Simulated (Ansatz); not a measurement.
Working through a geometry optimisation of H5OSSi2, SMILES O[SiH2]S[SiH2]

Program: the Python package of Ansatz (0.2.0).

Notebook, run cell by cell (the value of a cell's last expression is shown):

**Cell 1**
```python
import ansatz as az
import numpy as np
```

**Cell 2**
```python
GEOMETRY = """
O    -1.00910    1.98010   -1.13650
Si   -0.72430    0.85560   -0.02610
S     0.61020   -0.44920   -1.00860
Si    0.79190   -1.83250    0.62570
H    -0.52490    1.94670   -1.97550
H    -0.09630    1.48730    1.16510
H    -1.93160    0.12980    0.33220
H     1.44030   -1.17300    1.76510
H     1.53220   -2.99110    0.24160
"""
```

**Cell 3**
```python
geometry = az.Crystal.molecule()
for line in GEOMETRY.strip().splitlines():
    symbol, *xyz = line.split()
    geometry = geometry.atom(symbol, [float(v) for v in xyz])

calc = (
    geometry.calculation()
    .basis(gaussian="6-31G*")
    .functional("hf")
    .spin("collinear", total=1)
)
symbols = [site.symbol for site in geometry.cartesian_sites]
start = np.array([site.position_ang for site in geometry.cartesian_sites], dtype=float)
def progress(event):
    if event["event"] == "relax_step":
        row = event["data"]
        print(f"step {row['step']:3d}  E = {row['lagrangian_ev']:.6f} eV  max force {row['allowed_force_max_ev_ang']:.4f} eV/A")
```

**Cell 4**
```python
report = calc.relax(force_tolerance=0.01).session().plan().execute(on_event=progress).report
end = np.array(report["positions_ang"])

print(f"E = {report['free_energy_ev']:.6f} eV = {report['free_energy_ev'] / 27.211386246:.7f} Ha")
print("converged:", report["converged"], " doubts:", report["published_state_doubts"] or "none")
```
Output:
```text
step   1  E = -28657.912407 eV  max force 1.8997 eV/A
step   2  E = -28658.047924 eV  max force 1.0324 eV/A
step   3  E = -28658.060682 eV  max force 0.4727 eV/A
step   4  E = -28658.095436 eV  max force 0.1025 eV/A
step   5  E = -28658.097079 eV  max force 0.0596 eV/A
step   6  E = -28658.098656 eV  max force 0.0589 eV/A
step   7  E = -28658.099076 eV  max force 0.1405 eV/A
step   8  E = -28658.102662 eV  max force 0.1447 eV/A
step   9  E = -28657.990672 eV  max force 2.4486 eV/A
step  10  E = -28658.111189 eV  max force 0.3505 eV/A
step  11  E = -28658.110536 eV  max force 0.6140 eV/A
step  12  E = -28658.117969 eV  max force 0.1147 eV/A
step  13  E = -28658.122488 eV  max force 0.0899 eV/A
step  14  E = -28658.126343 eV  max force 0.2501 eV/A
step  15  E = -28658.125809 eV  max force 0.4934 eV/A
step  16  E = -28658.129822 eV  max force 0.0826 eV/A
step  17  E = -28658.132137 eV  max force 0.0655 eV/A
step  18  E = -28658.134494 eV  max force 0.1062 eV/A
step  19  E = -28658.135859 eV  max force 0.1856 eV/A
step  20  E = -28658.137977 eV  max force 0.1149 eV/A
step  21  E = -28658.139596 eV  max force 0.1241 eV/A
step  22  E = -28658.141979 eV  max force 0.0535 eV/A
step  23  E = -28658.142458 eV  max force 0.2092 eV/A
step  24  E = -28658.144286 eV  max force 0.1429 eV/A
step  25  E = -28658.146479 eV  max force 0.0548 eV/A
step  26  E = -28658.147009 eV  max force 0.0396 eV/A
step  27  E = -28658.147263 eV  max force 0.0278 eV/A
step  28  E = -28658.147488 eV  max force 0.0547 eV/A
step  29  E = -28658.147608 eV  max force 0.0503 eV/A
step  30  E = -28658.147746 eV  max force 0.0348 eV/A
step  31  E = -28658.147819 eV  max force 0.0356 eV/A
step  32  E = -28658.147879 eV  max force 0.0326 eV/A
step  33  E = -28658.147910 eV  max force 0.0263 eV/A
step  34  E = -28658.147956 eV  max force 0.0137 eV/A
step  35  E = -28658.147987 eV  max force 0.0088 eV/A
E = -28658.147987 eV = -1053.1675133 Ha
converged: True  doubts: none
```

**Cell 5**
```python
print("bond        before    after (A)")
for i, j in [(0, 1), (0, 4), (1, 2), (1, 5), (1, 6), (2, 3), (3, 7), (3, 8)]:
    d0, d1 = (np.linalg.norm(xyz[i] - xyz[j]) for xyz in (start, end))
    print(f"{symbols[i]}{i}-{symbols[j]}{j}".ljust(10), f"{d0:8.4f} {d1:8.4f}")
for i, j, k in [(1, 0, 4), (0, 1, 2), (0, 1, 5), (0, 1, 6), (2, 1, 5), (2, 1, 6), (5, 1, 6), (1, 2, 3)]:
    u, v = end[i] - end[j], end[k] - end[j]
    print(f"angle {symbols[i]}{i}-{symbols[j]}{j}-{symbols[k]}{k}: {np.degrees(np.arccos(np.clip(u @ v / np.linalg.norm(u) / np.linalg.norm(v), -1, 1))):.2f} deg")
with open("h5ossi2_opt.xyz", "w") as handle:
    handle.write(f"{len(symbols)}\nrelaxed H5OSSi2\n")
    handle.writelines(f"{s:2s} {x:11.6f} {y:11.6f} {z:11.6f}\n" for s, (x, y, z) in zip(symbols, end))
```
Output:
```text
bond        before    after (A)
O0-Si1       1.6058   1.6374
O0-H4        0.9693   0.9471
Si1-S2       2.1092   2.1523
Si1-H5       1.4874   1.4727
Si1-H6       1.4535   1.4631
S2-Si3       2.1488   2.1481
Si3-H7       1.4675   1.4776
Si3-H8       1.4276   1.4731
angle Si1-O0-H4: 119.36 deg
angle O0-Si1-S2: 109.85 deg
angle O0-Si1-H5: 112.41 deg
angle O0-Si1-H6: 106.37 deg
angle S2-Si1-H5: 107.17 deg
angle S2-Si1-H6: 110.45 deg
angle H5-Si1-H6: 110.62 deg
angle Si1-S2-Si3: 104.37 deg
```

It writes `h5ossi2_opt.xyz`:
```text
9
relaxed H5OSSi2
O    -0.789887    1.988123   -1.160202
Si   -1.022653    0.763342   -0.098695
S    -0.109803   -1.036255   -0.847417
Si    1.056668   -1.768121    0.801283
H     0.068812    2.118299   -1.537876
H    -0.423041    1.039714    1.217719
H    -2.470659    0.590715    0.020633
H     2.034763   -0.761916    1.264112
H     1.744201   -2.980200    0.323443
```

What to keep in mind:
- Total energies depend on the basis set; only differences at equal settings carry meaning.
- The end point is the stationary point reached from this start; no frequency run checks that it is a minimum, and the basis set is modest.
- The species is open-shell (spin multiplicity 2).
- The whole script took 84 s on 1 thread of Arm Neoverse V1, with other jobs on the host, peak memory 0.27 GiB.

(Lines on the test bed's own set-up are left out of the output.)
